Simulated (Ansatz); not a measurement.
# Ta2: the cost of one run

The runs use Ansatz 0.2.0, Gaussian basis; def2-TZVPP, core rule «outside noble gas», up to 8 orbitals frozen.

To be run: UHF; ROHF; CCSD(T) on UHF.

## (1) The system

The geometry is a PBE0/def2-TZVP stationary point (not a proven minimum) of the parent state, kept for this charge and spin. No spin-orbit coupling is included. Elements past krypton take def2 core potentials.

2 atoms, charge 1, spin multiplicity 6.

Atoms are counted from 1 here; the program's logs count them from 0.

Bond lengths: Ta1–Ta2 2.422 Å.

## (2) UHF

in.yaml reads:

```yaml
crystal:
  periodic: [false, false, false]
  atoms:
    - {symbol: Ta, position_ang: [0.000000, 0.000000, 0.000000]}
    - {symbol: Ta, position_ang: [0.000000, 0.000000, 2.421800]}
basis:
  gaussian: {orbitals: def2-TZVPP}
total_charge: 1
magnetization: {spin_polarized: true, initial_magnetization: 5}
hamiltonian: {xc: hf}
output: {orbitals: {seedname: orbitals}}
```

Started as:

```bash
> ansatz run in.yaml --threads 1 --pin off --events-out ev --progress --plain --max-ram 4096MiB --backend cpu
```

What time and memory should one allow on 1 thread of AMD EPYC 7R13, shared host?

About 42 s, with a peak of 0.29 GiB.
